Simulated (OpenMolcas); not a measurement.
**Cu²⁺ among point charges: CASSCF and CASPT2 levels and susceptibility**

Aim: the splitting of the states of Cu²⁺ in the field of 4 point charges, its lowest levels with spin-orbit coupling and its magnetic susceptibility.

Program: OpenMolcas 26.06. Level of theory: state-averaged CASSCF and CASPT2, spin-orbit coupling by RASSI with atomic mean-field integrals. These are calculated values, not measurements, unless marked.

## (1) Starting point

- Species: Cu²⁺ (copper, Z = 29, 27 electrons)
- Basis: ANO-RCC-VTZP [6s5p3d2f1g], 59 functions
- Scalar Hamiltonian: DKH2, point nucleus
- Inactive shells: 1s 2s 2p 3s 3p
- Active space: 9 electrons in 5 orbitals (3d)
- Some configurations of this space: 3d9
- Orbitals: optimised for each spin and parity, averaged over all roots

Outer shells as boxes (Hund's rule):

3d9
```
3d [↑↓][↑↓][↑↓][↑↓][↑ ]
```

The ion sits among 4 point charges of -1.62 e arranged as a square (D4h), 2.13 Å from the ion.

The work runs as a chain of OpenMolcas steps in one folder; each step below is one input file. Labels, J, g values, rates, χT and fits are worked out afterwards by a script from the matrices that RASSI stores. The input lists half of the charges; inversion (Group=XYZ) makes the rest.

## (2) Basis and integrals

File a.inp:

```
&GATEWAY
Coord
1

Cu 0.0 0.0 0.0
Basis=ANO-RCC-VTZP
Group=XYZ
NoMove
AngMom=0.0 0.0 0.0
AMFI
XField
2 Angstrom 0
2.130000 0.000000 0.000000 -1.620000
0.000000 2.130000 0.000000 -1.620000
&SEWARD
```

The run is started by

```sh
$ OMP_NUM_THREADS=1 MOLCAS_MEM=1689 MOLCAS_PROJECT=a pymolcas a.inp > a.log
```

The program printed:

```text
Basis set label: CU.ANO-RCC...6S5P3D2F1G.

      Electronic valence basis set:
      ------------------
      Associated Effective Charge  29.000000 au
      Associated Actual Charge     29.000000 au
      Nuclear Model: Point charge

      Shell  nPrim  nBasis  Cartesian Spherical Contaminant
         s      21       6        X
         p      15       5        X
         d      10       3                 X
         f       6       2                 X
         g       4       1                 X
                  Relativistic Douglas-Kroll-Hess integrals:
                    - DKH order of Hamiltonian: 2
                    - DKH order of Properties : 0
                  Atomic mean-field integrals
```

## (3) CASSCF: doublets of even parity, 5 roots

File a.inp:

```
&RASSCF
FileOrb=start.orb
Symmetry=1
Spin=2
nActEl=9 0 0
Inactive=3 6
Ras2=5 0
CIRoot=5 5 1
SDav=5
CIMx=300
Iter=120 100
PrWF=0.3
OrbListing=Nothing
MaxOrb=0
>>> COPY $Project.JobIph JOB001
```

start.orb holds the contracted functions of the basis, ordered by shell, or the orbitals of the step before.

The program printed, cut to the lines that bear on the results:

```text
[...]
      Number of active orbitals                  5
[...]
      Spin quantum number                      0.5
[...]
      Active orbitals                            5   0
[...]
      Number of CSFs                             5
      Number of root(s) required                 5
[...]
      Convergence after 11 iterations
[...]
      Natural orbitals and occupation numbers for root  1
      sym 1:   2.000000   2.000000   2.000000   1.000000   2.000000
      Natural orbitals and occupation numbers for root  2
      sym 1:   1.000000   2.000000   2.000000   2.000000   2.000000
      Natural orbitals and occupation numbers for root  3
      sym 1:   2.000000   2.000000   2.000000   2.000000   1.000000
::    RASSCF root number  1 Total energy:  -1655.48872214
::    RASSCF root number  2 Total energy:  -1655.48166677
::    RASSCF root number  3 Total energy:  -1655.45878788
::    RASSCF root number  4 Total energy:  -1655.45878788
::    RASSCF root number  5 Total energy:  -1655.45069463
```

## (4) State interaction with spin-orbit coupling

File a.inp:

```
&RASSI
NrOfJobIphs=1 5
1 2 3 4 5
IphNames
JOB001
EJob
SpinOrbit
DIPRint=1.0
SOCoupling=1000.0
Subsets=2
Property=9
'ANGMOM' 1 'ANGMOM' 2 'ANGMOM' 3 'MLTPL  1' 1 'MLTPL  1' 2 'MLTPL  1' 3
'AMFI' 1 'AMFI' 2 'AMFI' 3
SOProperty=3
'ANGMOM' 1 'ANGMOM' 2 'ANGMOM' 3
```

The run is started by

```sh
$ OMP_NUM_THREADS=1 MOLCAS_MEM=1689 MOLCAS_PROJECT=a pymolcas a.inp > a.log
```

The program printed, cut to the lines that bear on the results:

```text
SPIN-FREE ENERGIES:
  (Shifted by EMIN (a.u.) =      -1655.4887221403)
 SF State       Relative EMIN(au)   Rel lowest level(eV)    D:o, cm**(-1)      L_eff
     1             0.0000000000        0.0000000000              0.0000         2.0
     2             0.0070553678        0.1919863380           1548.4742         2.0
     3             0.0299342640        0.8145528208           6569.8116         2.0
     4             0.0299342640        0.8145528208           6569.8116         2.0
     5             0.0380275107        1.0347812819           8346.0739         2.0
     Dipole printing threshold changed to   1.00000000E+00
Eigenvalues of complex Hamiltonian:
   -----------------------------------
  (Shifted by EMIN (a.u.) =      -1655.4887221403)
 SO State       Relative EMIN(au)   Rel lowest level(eV)    D:o, cm**(-1)     J-value
     1            -0.0017155178        0.0000000000              0.0000         1.2
     2            -0.0017155178        0.0000000000              0.0000         1.2
     3             0.0081039267        0.2672006993           2155.1190         1.4
     4             0.0081039267        0.2672006993           2155.1190         1.4
     5             0.0287508207        0.8290313067           6686.5884         1.7
     6             0.0287508207        0.8290313067           6686.5884         1.7
     7             0.0294329922        0.8475941388           6836.3078         2.3
     8             0.0294329922        0.8475941388           6836.3078         2.3
     9             0.0403791847        1.1454552098           9238.7193         1.6
    10             0.0403791847        1.1454552098           9238.7193         1.6
Weights of the five most important spin-orbit-free states for each spin-orbit state.
[...]
```

Time for these steps: 3.6 s (1 thread of Intel Xeon Platinum 8259CL at 2.50GHz (Skylake/Cascade Lake), shared host).

States without spin-orbit coupling:

```
state  degeneracy  E (cm-1)  free-ion L (%)
  2B1           1         0         D (100)
  2B2           1      1548         D (100)
   2E           2      6570         D (100)
  2A1           1      8346         D (100)
```

With spin-orbit coupling:

```json
{"E (cm-1)": "0.0", "Degeneracy": "2", "Label": "E3/2", "2S+1": "2", "g": "1.59 1.59 4.82"}
{"E (cm-1)": "2155", "Degeneracy": "2", "Label": "E3/2", "2S+1": "2", "g": "0.88 1.65 1.65"}
{"E (cm-1)": "6687", "Degeneracy": "2", "Label": "E3/2", "2S+1": "2", "g": "0.07 0.07 3.94"}
{"E (cm-1)": "6836", "Degeneracy": "2", "Label": "E1/2", "2S+1": "2", "g": "0.43 2.43 2.43"}
{"E (cm-1)": "9239", "Degeneracy": "2", "Label": "E1/2", "2S+1": "2", "g": "0.43 0.43 1.57"}
```

Principal g values are given for doublets only; a zero marks a field direction without first-order Zeeman splitting.

Powder χT (cm³ K/mol): 0.88 at 2 K, 0.88 at 5 K, 0.89 at 10 K, 0.89 at 20 K, 0.90 at 50 K, 0.91 at 100 K, 0.93 at 150 K, 0.95 at 200 K, 0.96 at 250 K, 0.98 at 300 K.

Orbitals of the lowest block (energies include the constant potential of the surroundings):

```
shell     space  energy (hartree)  mean occupation  ⟨r²⟩ (bohr²)
   1s  inactive         -331.8495            2.000       0.00362
   2s  inactive          -41.0519            2.000        0.0646
   2p  inactive          -35.1984            6.000        0.0521
   3s  inactive           -4.5295            2.000         0.582
   3p  inactive           -2.7284            6.000         0.656
   3d      RAS2                              9.000          1.09
```

## (5) CASPT2: IPEA 0.25, imaginary shift 0.1 (closed shells correlated: 3s 3p)

File a.inp:

```
>>> COPY JOB001 $Project.JobIph
&CASPT2
Multistate=5 1 2 3 4 5
NoMult
Frozen=2 3
IPEA=0.25
Imaginary=0.1
MaxIter=60
WThr=0.0 0.3 0.05
PrWF=0.5
NoMix
```

The program printed:

```text
Orbital specifications:
      -----------------------

      Symmetry species                           1   2
                                                ag  au
      Frozen orbitals                            2   3
      Inactive orbitals                          1   3
      Active orbitals                            5   0
      Secondary orbitals                        22  23
      Deleted orbitals                           0   0
      Number of basis functions                 30  29
Type of calculation                        SS-CASPT2
      Fock operator                              state-specific
      IPEA shift                                 0.25
      Real shift                                 0.00
      Imaginary shift                            0.10
      The input orbitals will be transformed to quasi-canonical
Reference energy:       -1655.4887221403
      E2 (Non-variational):      -0.7238981431
      Shift correction:          -0.0001178941
      E2 (Variational):          -0.7240160371
      Total energy:           -1656.2127381774
      Residual norm:              0.0000000434
      Reference weight:           0.93066
      Contributions to the CASPT2 correlation energy
      Active & Virtual Only:         -0.3551324906
      One Inactive Excited:          -0.2838437532
      Two Inactive Excited:          -0.0849218993
Reference energy:       -1655.4816667725
      E2 (Non-variational):      -0.7224547989
      Shift correction:          -0.0001176787
      E2 (Variational):          -0.7225724776
      Total energy:           -1656.2042392501
      Residual norm:              0.0000000803
      Reference weight:           0.93095
      Contributions to the CASPT2 correlation energy
      Active & Virtual Only:         -0.3542080600
      One Inactive Excited:          -0.2833680087
      Two Inactive Excited:          -0.0848787303
::    CASPT2 Root  1     Total energy:  -1656.21273818
::    CASPT2 Root  2     Total energy:  -1656.20423925
::    CASPT2 Root  3     Total energy:  -1656.18019542
::    CASPT2 Root  4     Total energy:  -1656.18020185
::    CASPT2 Root  5     Total energy:  -1656.17002436
```

This run: 1.2 s of run time, 1 thread of Intel Xeon Platinum 8259CL at 2.50GHz (Skylake/Cascade Lake), shared host.

SS-CASPT2: lowest energy less the reference's lowest, -0.7240 hartree; reference weights 0.931 to 0.932.

States without spin-orbit coupling:

```
state  degeneracy  E (cm-1)  free-ion L (%)
  2B1           1         0         D (100)
  2B2           1      1865         D (100)
   2E           2      7142         D (100)
  2A1           1      9375         D (100)
```

With spin-orbit coupling:

```json
{"E (cm-1)": "0", "Degeneracy": "2", "Label": "E3/2", "2S+1": "2", "g": "1.71 1.71 4.55"}
{"E (cm-1)": "2400", "Degeneracy": "2", "Label": "E3/2", "2S+1": "2", "g": "0.61 1.78 1.78"}
{"E (cm-1)": "7200", "Degeneracy": "2", "Label": "E3/2", "2S+1": "2", "g": "0.07 0.07 3.94"}
{"E (cm-1)": "7450", "Degeneracy": "2", "Label": "E1/2", "2S+1": "2", "g": "0.32 2.11 2.11"}
{"E (cm-1)": "10140", "Degeneracy": "2", "Label": "E1/2", "2S+1": "2", "g": "0.11 0.11 1.68"}
```

Powder χT (cm³ K/mol): 0.83 at 2 K, 0.83 at 5 K, 0.83 at 10 K, 0.84 at 20 K, 0.85 at 50 K, 0.86 at 100 K, 0.87 at 150 K, 0.89 at 200 K, 0.90 at 250 K, 0.92 at 300 K.

## (6) The methods side by side

A. CASSCF
B. SS-CASPT2, IPEA 0.25, imaginary shift 0.1 (closed shells correlated: 3s 3p)

```
method  ground state  first state of that spin (cm-1)  first gap with spin-orbit (cm-1)  χT at 300 K
     A           2B1                         2B2 1548                            2155.1         0.98
     B           2B1                         2B2 1865                            2396.8         0.92
```

## (7) Outcome

| quantity | value |
| --- | --- |
| method | SS-CASPT2, IPEA 0.25, imaginary shift 0.1 (closed shells correlated: 3s 3p) |
| spin-free ground state | 2B1, 1-fold in its orbital part |
| first state of the same spin within the active space | 2B2 at 1870 cm⁻¹ |
| lowest level | 2-fold E3/2, g = 1.71, 1.71, 4.55 |
| next level | 2396.8 cm⁻¹ |
| χT at 300 K | 0.92 cm³ K/mol |
| effective moment at 300 K | 2.71 μB |

Cost by method:

```
                                              method  time of its own steps  time with the reference
                                           A. CASSCF                  3.6 s                    3.6 s
B. SS-CASPT2, IPEA 0.25, imaginary shift 0.1, +3s 3p                  1.2 s                    4.8 s
```

Times are of one thread on a shared host.

What this shows: The spin-free ground state (2B1) comes to 100 % from free-ion D terms and keeps the highest spin of the shell. χT at 300 K is 0.92, against 0.38 cm³ K/mol for the spin alone, so orbital moment adds to it. The field of point charges can differ much from that of real complexes. Point charges carry no covalency, so the field is a model and not that of real ligands.
